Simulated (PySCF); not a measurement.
**C₅H₇BO₃: a tour of settings**

Which settings matter for C₅H₇BO₃ (`COB(C#CC=O)OC`)?

Computed with PySCF 2.14.0, with density-fitted response routines of our own, on a single molecule in the gas phase. Atoms are numbered from 0 throughout.

## 1. The starting structure

16 atoms, charge 0, multiplicity 1; geometry from: GFN2-xTB.

Bonds of the start (Å): C0–O1 1.41, O1–B2 1.35, B2–C3 1.54, C3–C4 1.21, C4–C5 1.43, C5–O6 1.20, B2–O7 1.35, O7–C8 1.41, C0–H9 1.09, C0–H10 1.09, C0–H11 1.09, C5–H12 1.11, C8–H13 1.09, C8–H14 1.09, C8–H15 1.09.

## 2. Shielding tensors: PBE0/pcSseg-1

What the job is given:

```
{"job": {"kind": "nmr", "xc": "PBE0", "basis": "pcSseg-1"}, "charge": 0, "multiplicity": 1}
C     -0.608877    -2.093075     0.154558
O     -1.164469    -0.806777     0.045663
B     -0.448776     0.339440    -0.034658
C      1.094765     0.367081    -0.002556
C      2.304514     0.336873     0.022383
C      3.731590     0.314562     0.046702
O      4.411222    -0.275349     0.844873
O     -1.073121     1.527872    -0.150457
C     -2.478314     1.643189    -0.174050
H      0.448103    -2.055976     0.428663
H     -1.166613    -2.638913     0.918062
H     -0.713610    -2.612064    -0.801915
H      4.177815     0.911431    -0.775620
H     -2.928838     0.849178    -0.772987
H     -2.875387     1.584433     0.842319
H     -2.717603     2.617040    -0.602392
```

Level: GIAO PBE0/pcSseg-1 NMR shielding, non-relativistic, gas phase.

Command:

```bash
$ OMP_NUM_THREADS=1 python probes_run.py task.json out
```

This one command runs all jobs of the session in turn.

Output:

```text
coarse grid: 14120 points
cycle   1  E = -444.4377658166  dE =  1.439e+00  |g| = 1.035e+00  |ddm| = 3.754e+00
cycle   2  E = -443.9195863189  dE =  5.182e-01  |g| = 1.939e+00  |ddm| = 3.070e+00
cycle   3  E = -444.6253840511  dE = -7.058e-01  |g| = 2.668e-01  |ddm| = 2.421e+00
cycle   4  E = -444.6384883324  dE = -1.310e-02  |g| = 1.084e-01  |ddm| = 3.084e-01
cycle   5  E = -444.6404107441  dE = -1.922e-03  |g| = 2.404e-02  |ddm| = 9.131e-02
cycle   6  E = -444.6405373527  dE = -1.266e-04  |g| = 6.484e-03  |ddm| = 3.033e-02
cycle   7  E = -444.6405459645  dE = -8.612e-06  |g| = 1.674e-03  |ddm| = 5.908e-03
final grid: 138480 points
cycle   8  E = -444.7237812691  dE = -1.387e-05  |g| = 1.637e-02  |ddm| = 3.283e-02
cycle   9  E = -444.7236617153  dE =  1.196e-04  |g| = 3.007e-02  |ddm| = 3.465e-02
cycle  10  E = -444.7238287329  dE = -1.670e-04  |g| = 3.638e-03  |ddm| = 2.614e-02
cycle  11  E = -444.7238312341  dE = -2.501e-06  |g| = 4.419e-04  |ddm| = 3.036e-03
cycle  12  E = -444.7238312681  dE = -3.397e-08  |g| = 1.660e-04  |ddm| = 4.333e-04
cycle  13  E = -444.7238312726  dE = -4.507e-09  |g| = 9.318e-05  |ddm| = 1.684e-04
cycle  14  E = -444.7238312745  dE = -1.946e-09  |g| = 2.503e-05  |ddm| = 8.086e-05
cycle  15  E = -444.7238312747  dE = -1.497e-10  |g| = 5.547e-06  |ddm| = 2.408e-05
converged SCF energy = -444.7238312747

GIAO shielding tensors (ppm)
atom      isotropic    diamagn.    paramagn.     s11        s22        s33       span
  0 C      129.872     245.132    -115.259    102.717    104.415    182.485     79.768
  1 O      218.409     396.361    -177.952     37.701    268.346    349.180    311.480
  2 B       81.239     199.961    -118.722     63.509     87.328     92.880     29.371
  3 C       83.755     258.587    -174.833     13.821     28.423    209.020    195.199
  4 C       83.281     269.062    -185.782    -11.601      0.045    261.397    272.998
  5 C        5.180     248.808    -243.628    -88.753      1.422    102.872    191.625
  6 O     -418.847     397.966    -816.813  -1146.096   -515.252    404.806   1550.902
  7 O      222.405     396.112    -173.707     81.618    243.021    342.576    260.957
  8 C      132.875     242.384    -109.509    104.253    112.540    181.832     77.579
  9 H       27.269      30.948      -3.678     23.112     27.835     30.861      7.749
 10 H       27.664      28.667      -1.003     23.622     25.678     33.692     10.070
 11 H       27.745      29.160      -1.415     23.933     25.518     33.784      9.850
 12 H       22.175      26.308      -4.132     19.552     21.030     25.944      6.392
 13 H       27.540      29.013      -1.474     23.448     26.560     32.611      9.163
 14 H       27.946      28.277      -0.331     24.177     25.660     34.000      9.823
 15 H       27.859      27.198       0.661     23.642     26.111     33.823     10.181
```

It took 34 s on 1 thread of Arm Neoverse V1, shared host; peak memory 0.83 GiB.

The references, computed at this level on geometries of the same kind, shield at (ppm): 1H TMS 31.72, 13C TMS 186.9, 17O H2O 336.1, 11B BF3·OEt2 100.1. Their shielding less the atom's gives the shift. The references are single molecules in the gas phase, so shifts against H2O, NH3, PH3, H3PO4 or CFCl3 are not on the usual liquid scales and can be off by tens of ppm. Atoms listed in one row are averaged.

```
                      atoms                              environment  σ (ppm)  δ (ppm)  δ scaled to CDCl3
                         C5                 aldehyde carbonyl carbon      5.2    181.7              175.5
                         C4                            alkyne carbon     83.3    103.6               99.2
                         C3                            alkyne carbon     83.8    103.2               98.8
                     C0, C8                methyl carbon bonded to O    131.4     55.6               52.3
                        H12  hydrogen on an aldehyde carbonyl carbon    22.18     9.54               9.10
H9, H10, H11, H13, H14, H15  hydrogen on a methyl carbon bonded to O    27.67     4.05               3.92
                         O6                          aldehyde oxygen   -418.8    754.9                  –
                     O1, O7                    oxygen bonded to C, B    220.4    115.7                  –
                         B2                   boron bonded to C, 2 O     81.2     18.8                  –
```

The scaled column applies a straight-line fit of computed shieldings to shifts measured in CDCl3 (root-mean-square error 0.16 ppm for H, 1.9 ppm for C).

Charges from the same density, by scheme (e):

```
 atoms  Mulliken    IAO  Hirshfeld  ESP fit
C0, C8     -0.02  -0.20      -0.03    -0.16
O1, O7     -0.50  -0.39      -0.17    -0.45
    B2      0.59   0.47       0.25     1.03
    C3     -0.10  -0.12      -0.08    -0.62
    C4     -0.11  -0.07      -0.04     0.12
    C5      0.18   0.24       0.13     0.44
    O6     -0.33  -0.36      -0.21    -0.42
```

Mayer bond orders: C0–O1 0.88, O1–B2 1.17, B2–C3 0.93, C3–C4 2.40, C4–C5 1.07, C5–O6 1.97, B2–O7 1.25, O7–C8 0.88.

The fields below are evaluated on a grid from the run's orbitals.

Frontier orbitals at PBE0/pcSseg-1, with the share of their density that lies nearest to each atom:

```
orbital  energy (eV)                                   lies on
   HOMO        -8.02                 O6 72 %; H12 14 %; C4 7 %
   LUMO        -2.20  C3, C5 about 24 % each; O6 24 %; C4 10 %
```

ELF in a plane through or near 10 of the atoms.

Ten even steps from '0' (0.00) to '9' (1.00):
```
0000000000000000000000000000
0000000000000000000000000000
0000000000000000000000000000
0000000000000000000000000000
0000000000000000002997000000
0000035100210015504999200000
0000068613553018955998100000
0000046576876217481452000000
0004353195522927864562000000
0015667574823921204884000000
0003454246866525510473000000
0000121013210053381000000000
0000000000057457784000000000
0000000000599734210000000000
0000000000699517400000000000
0000000000011157610000000000
0000000000000013200000000000
0000000000000000000000000000
0000000000000000000000000000
0000000000000000000000000000
```
The map spans 14.0 Å across and 10.9 Å up, centred on the molecule. Atoms in the plane (x, y in Å): C0 (0.3, -2.2), O1 (1.0, -1.0), B2 (0.5, 0.3), C3 (-1.0, 0.5), C4 (-2.2, 0.7), C5 (-3.6, 0.9), O7 (1.3, 1.3), C8 (2.7, 1.2), H9 (-0.8, -2.0), H15 (3.1, 2.2).

log10 of the density (e/Å³) in the same plane.

Ten even steps from '0' (-4.0) to '9' (1.7):
```
0000000000000000000000000000
0000000000000000000000000000
0000000000000000000000000000
0000001000000000012221000000
0000122222211122333443200000
0001244433333334545665310000
0012356555544456766765310000
0023467766666557977965310000
0134568878777667777765310000
0134566667777787655654310000
0124555556666667654544210000
0013444344455568864332100000
0001222223455667764311000000
0000000012467797643200000000
0000000002356676542100000000
0000000001234566532000000000
0000000000122344421000000000
0000000000001222210000000000
0000000000000000000000000000
0000000000000000000000000000
```
The map spans 14.0 Å across and 10.9 Å up, centred on the molecule. Atoms in the plane (x, y in Å): C0 (0.3, -2.2), O1 (1.0, -1.0), B2 (0.5, 0.3), C3 (-1.0, 0.5), C4 (-2.2, 0.7), C5 (-3.6, 0.9), O7 (1.3, 1.3), C8 (2.7, 1.2), H9 (-0.8, -2.0), H15 (3.1, 2.2).

On the surface of density 0.002 e/bohr³ the electrostatic potential runs, from the 1st to the 99th percentile, from -1.51 V near O6 to 0.99 V near H12.

## 3. TDDFT and polarisability: PBE0/def2-SVPD

Settings changed since step 2:

```diff
@@ -1,2 +1,2 @@
-{"job": {"kind": "nmr", "xc": "PBE0", "basis": "pcSseg-1"}, "charge": 0, "multiplicity": 1}
+{"job": {"kind": "uv", "xc": "PBE0", "basis": "def2-SVPD", "nstates": 6, "ntriplets": 2}, "charge": 0, "multiplicity": 1}
 C     -0.608877    -2.093075     0.154558
```

Level: TDDFT PBE0/def2-SVPD, vertical, gas phase, core orbitals frozen in the response.

Output:

```text
coarse grid: 14120 points
cycle   1  E = -444.1895007604  dE =  1.365e+00  |g| = 9.863e-01  |ddm| = 1.030e+01
cycle   2  E = -443.6632281516  dE =  5.263e-01  |g| = 1.904e+00  |ddm| = 4.342e+00
cycle   3  E = -444.3705776278  dE = -7.073e-01  |g| = 2.480e-01  |ddm| = 3.162e+00
cycle   4  E = -444.3821872514  dE = -1.161e-02  |g| = 1.058e-01  |ddm| = 4.475e-01
cycle   5  E = -444.3841592076  dE = -1.972e-03  |g| = 2.369e-02  |ddm| = 1.520e-01
cycle   6  E = -444.3842887618  dE = -1.296e-04  |g| = 6.873e-03  |ddm| = 6.566e-02
cycle   7  E = -444.3842967875  dE = -8.026e-06  |g| = 3.275e-03  |ddm| = 1.669e-02
cycle   8  E = -444.3842991582  dE = -2.371e-06  |g| = 1.184e-03  |ddm| = 6.211e-03
final grid: 138480 points
cycle   9  E = -444.4661884265  dE = -2.222e-05  |g| = 1.457e-02  |ddm| = 1.621e-01
cycle  10  E = -444.4660875467  dE =  1.009e-04  |g| = 2.676e-02  |ddm| = 5.627e-02
cycle  11  E = -444.4662287590  dE = -1.412e-04  |g| = 3.474e-03  |ddm| = 3.513e-02
cycle  12  E = -444.4662312180  dE = -2.459e-06  |g| = 4.851e-04  |ddm| = 4.997e-03
cycle  13  E = -444.4662312645  dE = -4.648e-08  |g| = 1.901e-04  |ddm| = 1.354e-03
cycle  14  E = -444.4662312707  dE = -6.182e-09  |g| = 1.158e-04  |ddm| = 3.579e-04
cycle  15  E = -444.4662312738  dE = -3.069e-09  |g| = 2.224e-05  |ddm| = 1.851e-04
cycle  16  E = -444.4662312739  dE = -1.181e-10  |g| = 4.404e-06  |ddm| = 4.794e-05
converged SCF energy = -444.4662312739

Static polarisability (au): isotropic 87.089, principal 60.074 77.700 123.494

Singlet excitations
state   eV       nm        f      main configurations
  1   3.6842    336.5   0.00030   H->L 0.97
  2   4.5511    272.4   0.00113   H-1->L 0.53, H-2->L 0.29, H-3->L 0.16
  3   5.4195    228.8   0.16105   H-2->L 0.56, H-1->L 0.15, H-2->L+1 0.10
  4   5.5407    223.8   0.01706   H-3->L 0.67, H-1->L 0.30
  5   6.1955    200.1   0.00022   H-4->L 0.91
  6   6.3261    196.0   0.00136   H->L+1 0.89

Triplet excitations (Tamm-Dancoff, eV): 3.0721 3.7814
```

It took 55 s on 1 thread of Arm Neoverse V1, shared host; peak memory 0.98 GiB.

The orbitals next to the gap, with their largest atomic shares:

```
orbital     eV                      atoms
 HOMO−3  -8.80  O1 30 %, C3 18 %, C4 18 %
 HOMO−2  -8.76  C4 35 %, C3 34 %, O6 10 %
 HOMO−1  -8.62  O7 29 %, C3 20 %, C4 20 %
   HOMO  -8.13  O6 67 %, C5 16 %, H12 9 %
   LUMO  -2.34  C5 25 %, O6 25 %, C3 20 %
 LUMO+1  -0.51  C4 24 %, C3 23 %, B2 15 %
 LUMO+2   0.26    B2 43 %, C8 9 %, C0 9 %
```

With each of the 6 states as a Gaussian band of 0.4 eV half-width at 1/e, the curve within the window shown has maxima at 228 nm (ε 7,200) L/(mol cm). Beyond the last state computed it falls off for lack of states. The curve at chosen wavelengths:

nm, ε (L/mol/cm) and a bar:
```
      187         35 
      196        118 
      204        609 ###
      213       2863 ############
      221       5907 #########################
      230       7078 ##############################
      238       5264 ######################
      247       2509 ###########
      255        985 ####
      264        292 #
      273         99 
      281         52 
      290         31 
      298         21 
      307         14 
      315         12 
      324         12 
      333         13 
      341         12 
      350         11 
      358          9 
      367          7 
      375          5 
      384          3 
      392          2 
      401          1
```

Leading natural transition orbitals of singlet state 3: the hole lies on C3, C4 about 36 % each; O6, O7 about 9 % each; the particle on C3, C5 about 22 % each; O6 19 %; C4 13 %.

Leading natural transition orbitals of singlet state 1: the hole lies on O6 74 %; H12 14 %; C4 7 %; the particle on C5 33 %; O6 28 %; C3 19 %.

Ground-state properties from the same run:

```
           property  computed
  dipole moment (D)      3.35
polarisability (Å³)     12.91
 HOMO–LUMO gap (eV)      5.79
      −ε(HOMO) (eV)      8.13
```

## 4. TDDFT and polarisability: OPBE/def2-SVPD

Settings changed since step 3:

```diff
@@ -1,2 +1,2 @@
-{"job": {"kind": "uv", "xc": "PBE0", "basis": "def2-SVPD", "nstates": 6, "ntriplets": 2}, "charge": 0, "multiplicity": 1}
+{"job": {"kind": "uv", "xc": "OPBE", "basis": "def2-SVPD", "nstates": 1, "ntriplets": 2, "tda": true, "scf": {"level_shift": 0.1}}, "charge": 0, "multiplicity": 1}
 C     -0.608877    -2.093075     0.154558
```

Level: TDA OPBE/def2-SVPD, vertical, gas phase, core orbitals frozen in the response.

Output:

```text
final grid: 138480 points
cycle   1  E = -444.5185070894  dE =  1.187e+00  |g| = 1.077e+00  |ddm| = 9.173e+00
cycle   2  E = -443.8154781953  dE =  7.030e-01  |g| = 2.171e+00  |ddm| = 5.257e+00
cycle   3  E = -444.7315883403  dE = -9.161e-01  |g| = 3.415e-01  |ddm| = 3.205e+00
cycle   4  E = -444.7555399361  dE = -2.395e-02  |g| = 1.110e-01  |ddm| = 6.470e-01
cycle   5  E = -444.7578356341  dE = -2.296e-03  |g| = 2.388e-02  |ddm| = 2.509e-01
cycle   6  E = -444.7579750255  dE = -1.394e-04  |g| = 1.055e-02  |ddm| = 8.426e-02
cycle   7  E = -444.7579937581  dE = -1.873e-05  |g| = 4.790e-03  |ddm| = 2.788e-02
cycle   8  E = -444.7579982938  dE = -4.536e-06  |g| = 1.961e-03  |ddm| = 7.987e-03
cycle   9  E = -444.7579991732  dE = -8.793e-07  |g| = 3.904e-04  |ddm| = 3.159e-03
cycle  10  E = -444.7579992067  dE = -3.358e-08  |g| = 9.681e-05  |ddm| = 8.003e-04
cycle  11  E = -444.7579992077  dE = -9.661e-10  |g| = 7.206e-05  |ddm| = 2.528e-04
cycle  12  E = -444.7579992086  dE = -8.852e-10  |g| = 2.580e-05  |ddm| = 1.063e-04
level shift removed, Fock matrix diagonalised once more
converged SCF energy = -444.7579992086

Static polarisability (au): isotropic 90.262, principal 60.220 79.871 130.696

Singlet excitations
state   eV       nm        f      main configurations
  1   3.3779    367.0   0.00018   H->L 1.00

Triplet excitations (Tamm-Dancoff, eV): 2.8284 3.7148
```

Run time: 49 s. Hardware: 1 thread of Arm Neoverse V1, shared host; peak memory 0.74 GiB.

This run: HOMO -6.35 eV, LUMO -3.21 eV; lowest singlet 3.38 eV.

## 5. Excited states and response: KT2/def2-SVPD

Settings changed since step 4:

```diff
@@ -1,2 +1,2 @@
-{"job": {"kind": "uv", "xc": "OPBE", "basis": "def2-SVPD", "nstates": 1, "ntriplets": 2, "tda": true, "scf": {"level_shift": 0.1}}, "charge": 0, "multiplicity": 1}
+{"job": {"kind": "uv", "xc": "KT2", "basis": "def2-SVPD", "nstates": 1, "ntriplets": 2, "tda": false, "scf": {"conv": 1e-15, "max_cycle": 77}}, "charge": 0, "multiplicity": 1}
 C     -0.608877    -2.093075     0.154558
```

With the program's defaults for keys left out, this is: TDDFT KT2/def2-SVPD, vertical, gas phase, core orbitals frozen in the response.

Output (excerpt; [...] marks lines left out):

```text
final grid: 138480 points
cycle   1  E = -451.8453699324  dE =  1.311e+00  |g| = 1.199e+00  |ddm| = 1.076e+01
cycle   2  E = -450.2064574423  dE =  1.639e+00  |g| = 2.944e+00  |ddm| = 6.899e+00
cycle   3  E = -452.0717035666  dE = -1.865e+00  |g| = 5.031e-01  |ddm| = 6.079e+00
cycle   4  E = -452.1205546970  dE = -4.885e-02  |g| = 2.768e-01  |ddm| = 1.012e+00
cycle   5  E = -452.1315083954  dE = -1.095e-02  |g| = 1.585e-01  |ddm| = 5.287e-01
cycle   6  E = -452.1375190180  dE = -6.011e-03  |g| = 5.681e-02  |ddm| = 2.908e-01
cycle   7  E = -452.1383156158  dE = -7.966e-04  |g| = 1.536e-02  |ddm| = 9.200e-02
cycle   8  E = -452.1383699676  dE = -5.435e-05  |g| = 3.587e-03  |ddm| = 3.714e-02
cycle   9  E = -452.1383733452  dE = -3.378e-06  |g| = 8.177e-04  |ddm| = 8.869e-03
cycle  10  E = -452.1383734811  dE = -1.359e-07  |g| = 3.817e-04  |ddm| = 2.004e-03
[... 32 cycles left out ...]
cycle  43  E = -452.1383735106  dE =  2.728e-12  |g| = 5.905e-09  |ddm| = 2.034e-09
cycle  44  E = -452.1383735106  dE = -1.478e-12  |g| = 5.815e-09  |ddm| = 1.308e-09
cycle  45  E = -452.1383735106  dE = -3.411e-13  |g| = 3.984e-09  |ddm| = 3.002e-09
cycle  46  E = -452.1383735106  dE = -6.821e-13  |g| = 1.428e-09  |ddm| = 5.336e-09
cycle  47  E = -452.1383735106  dE =  3.070e-12  |g| = 4.301e-09  |ddm| = 4.130e-09
cycle  48  E = -452.1383735106  dE = -1.592e-12  |g| = 5.225e-09  |ddm| = 1.382e-09
cycle  49  E = -452.1383735106  dE = -3.411e-13  |g| = 4.636e-09  |ddm| = 1.235e-09
cycle  50  E = -452.1383735106  dE = -2.274e-13  |g| = 2.520e-09  |ddm| = 2.558e-09
cycle  51  E = -452.1383735106  dE = -7.958e-13  |g| = 1.043e-09  |ddm| = 3.970e-09
cycle  52  E = -452.1383735106  dE =  0.000e+00  |g| = 2.949e-09  |ddm| = 3.047e-09
converged SCF energy = -452.1383735106

Static polarisability (au): isotropic 93.156, principal 62.599 82.489 134.379

Singlet excitations
state   eV       nm        f      main configurations
  1   3.4624    358.1   0.00026   H->L 1.00

Triplet excitations (Tamm-Dancoff, eV): 2.9378 3.6338
```

Wall time 2.6 min (1 thread of Arm Neoverse V1, shared host); peak memory 0.75 GiB.

Despite a needlessly tight threshold, the SCF converged in 52 cycles.

Key values: HOMO -6.58 eV, LUMO -3.24 eV; lowest singlet 3.46 eV.

## 6. Comparing the runs: electronic excitations

Excitations and ground-state properties, with basis size and wall time:

```
           run  lowest singlet (eV)  brightest (eV)      f  gap (eV)  α (Å³)  μ (D)  functions     time
PBE0/def2-SVPD                 3.68            5.42  0.161      5.79   12.91   3.35        245     55 s
OPBE/def2-SVPD                 3.38            3.38  0.000      3.14   13.38   3.39        245     49 s
 KT2/def2-SVPD                 3.46            3.46  0.000      3.34   13.80   3.38        245  2.6 min
```

## 7. Results

| quantity | value |
| --- | --- |
| 13C shifts against TMS (PBE0/pcSseg-1, means over atoms taken as alike) | 181.7, 103.6, 103.2, 55.6 ppm |
| 1H shifts against TMS (PBE0/pcSseg-1, means over atoms taken as alike) | 9.54, 4.05 ppm |
| 17O shifts against H2O (PBE0/pcSseg-1, means over atoms taken as alike) | 754.9, 115.7 ppm |
| 11B shifts against BF3·OEt2 (PBE0/pcSseg-1) | 18.8 ppm |
| surface potential, 1st and 99th percentile | -1.51 V and 0.99 V |
| lowest singlet (PBE0/def2-SVPD) | 3.68 eV (337 nm), f = 0.000 |
| brightest single state of those computed | state 3, 5.42 eV, f = 0.161 |
| lowest triplet | 3.07 eV |
| range of the lowest singlet | 3.38 to 3.68 eV |

**Reading.** Single values in the summary come from the first run of each kind that ended normally (PBE0/pcSseg-1; PBE0/def2-SVPD), which need not be the best level. The most deshielded carbon is C5 (aldehyde carbonyl carbon), at 181.7 ppm: low-lying n→π* states of the double bond to the heteroatom give a large paramagnetic term (-244 ppm). H12 (hydrogen on an aldehyde carbonyl carbon) lies farthest downfield among hydrogen, at 9.54 ppm; deshielded by the polar, anisotropic C=O bond. At PBE0/pcSseg-1: The widest tensor belongs to O6: span 1551 ppm, with a paramagnetic part of -817 ppm. At PBE0/pcSseg-1, counted by nearest atom on the grid, the HOMO lies on O6 72 %; H12 14 %, the LUMO on C3, C5 about 24 % each; O6 24 %. The lowest singlet, at 3.68 eV, is HOMO→LUMO 0.97 and is dark; of the 6 states computed, the strongest absorption comes from state 3 at 5.42 eV. The lowest triplet lies 0.61 eV below the lowest singlet (triplets in Tamm-Dancoff, singlets in full TDDFT). The lowest singlet runs from 3.38 eV (OPBE/def2-SVPD) to 3.68 eV (PBE0/def2-SVPD), while the orbital gap spans 3.14 to 5.79 eV: the excitation energy moves far less from run to run than the orbital gap does. The lowest state need not be the same one in every run. The runs solved for a few states only, so the brightest column depends on that window.
